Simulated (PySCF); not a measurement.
# CH4ClFSi: electronic excitations and core binding energies

What electronic excitations and core binding energies should CH4ClFSi (`C[Si@@H](F)Cl`) show?

The runs use PySCF 2.14.0, with density-fitted response routines of our own; the level of theory stands in each step. All values are computed, except where a source is named. Atoms count from 0, in the outputs and in this text.

## 1. The molecule as given

8 atoms, charge 0, multiplicity 1; geometry from: GFN2-xTB.

Bonds of the start (Å): C0–Si1 1.89, Si1–F2 1.61, Si1–Cl3 2.01, C0–H4 1.09, C0–H5 1.09, C0–H6 1.09, Si1–H7 1.45.

## 2. Excited states and response: wB97X-D/def2-SVPD

Job settings and geometry (Å):

```
{"job": {"kind": "uv", "xc": "wB97X-D", "basis": "def2-SVPD", "nstates": 8, "ntriplets": 3}, "charge": 0, "multiplicity": 1}
C     -1.027371    -0.030169     0.024223
Si     0.851884     0.104732    -0.116652
F      1.371650     0.927672     1.170177
Cl     1.730345    -1.696031    -0.028380
H     -1.486929     0.953512     0.060900
H     -1.316580    -0.560998     0.929144
H     -1.455997    -0.562947    -0.819479
H      1.342054     0.873641    -1.244498
```

With the program's defaults for keys left out, this is: TDDFT wB97X-D/def2-SVPD, vertical, gas phase, core orbitals frozen in the response.

Launch:

```
$ OMP_NUM_THREADS=1 python probes_run.py task.json out
```

The driver reads the jobs from task.json and runs them one after another.

**Question.** This job is followed by: delta-SCF UKS SCAN, pcX-2 on the ionised atom, pcseg-1 elsewhere, spin-free X2C. What will the session give for the following? lowest singlet (wB97X-D/def2-SVPD); brightest single state of those computed; lowest triplet; C1s binding energies, SCAN/pcX-2; Si1s binding energies, SCAN/pcX-2; Si2p binding energies, SCAN/pcX-2; F1s binding energies, SCAN/pcX-2; Cl1s binding energies, SCAN/pcX-2; Cl2p binding energies, SCAN/pcX-2.

As calculated:

| quantity | value |
| --- | --- |
| lowest singlet (wB97X-D/def2-SVPD) | 8.27 eV (150 nm), f = 0.030 |
| brightest single state of those computed | state 7, 9.69 eV, f = 0.153 |
| lowest triplet | 7.85 eV |
| C1s binding energies, SCAN/pcX-2 | C0 290.85 eV |
| Si1s binding energies, SCAN/pcX-2 | Si1 1848.75 eV |
| Si2p binding energies, SCAN/pcX-2 | Si1 108.88 eV |
| F1s binding energies, SCAN/pcX-2 | F2 692.48 eV |
| Cl1s binding energies, SCAN/pcX-2 | Cl3 2829.07 eV |
| Cl2p binding energies, SCAN/pcX-2 | Cl3 207.05 eV |

In words: The lowest singlet, at 8.27 eV, is HOMO→LUMO+1 0.75, HOMO→LUMO 0.19 and is weak; of the 8 states computed, the strongest absorption comes from state 7 at 9.69 eV (the last state computed is bright too, and its partners may lie past the list). The lowest triplet lies 0.42 eV below the lowest singlet (triplets in Tamm-Dancoff, singlets in full TDDFT).
